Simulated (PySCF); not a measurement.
# A diatomic session: GaSb

The task here is to estimate one member of a computed series from the others.

The runs use PySCF 2.14.0; Ga def2-SVP, Sb def2-SVP with ECP28, scalar-relativistic core potentials.

The first run:

The job is set up so:

```json
{
  "atoms": "Ga, Sb",
  "charge": "0",
  "basis": "Ga def2-SVP, Sb def2-SVP with ECP28",
  "Hamiltonian": "scalar-relativistic core potentials",
  "basis functions": "58",
  "electrons treated": "54",
  "masses in u": "68.9256, 120.9038",
  "levels": "PBE0, PBE, r²SCAN, TPSS, M06, M06-L, HSE06, HF, MP2, SCS-MP2",
  "grid": "80 radial by 434 angular points",
  "occupations": "held fixed by the projection of orbital angular momentum",
  "dissociation limit": "Ga + Sb, each in its ground configuration",
  "starting distance in angstrom": "2.570",
  "values of 2S to try": "0, 2, 4"
}
```

Started as:

```console
> OMP_NUM_THREADS=1 python dia.py task.json out
```

Steps of the session up to this table: Input; The PBE0 curve of the state that the search chose; Higher solutions at PBE0; PBE (GGA); r²SCAN (meta-GGA); TPSS (meta-GGA); M06 (hybrid meta-GGA); M06-L (meta-GGA); HSE06 (range-separated hybrid); UHF (mean field).

One of the session's tables, all rows but one given; the rest of the session is left out.

It belongs to the step «The curves together». Energy (eV) from each level's lowest point:

```
R (Å)    UHF  UHF-MP2  UHF-SCS-MP2    PBE   TPSS
2.388  0.707    0.606        0.648  0.649  0.622
2.499  0.330    0.263        0.292  0.298  0.280
2.610  0.117    0.079        0.096  0.101  0.092
2.694  0.034    0.015        0.024  0.027  0.023
2.777  0.000    0.000        0.000  0.000  0.000
2.860      ?        ?            ?      ?      ?
2.971  0.048    0.091        0.074  0.063  0.070
3.110  0.145    0.230        0.203  0.176  0.186
3.277  0.275    0.449        0.416  0.351  0.362
3.499  0.413    0.725        0.691  0.609  0.621
```

Q: Estimate the row for R (Å) = 2.860 from the others.

Worked estimate for «UHF». A straight line through the neighbours (2.777, 0.000) and (2.971, 0.048) gives 0.000 + (0.048 − 0.000) × (2.860 − 2.777) / (2.971 − 2.777) = 0.021; a parabola fitted to 4 rows on both sides gives 0.007.

The run gave: UHF: 0.003; UHF-MP2: 0.021; UHF-SCS-MP2: 0.013; PBE: 0.009; TPSS: 0.013. In «UHF» the line misses by +0.018 and the parabola by +0.004.
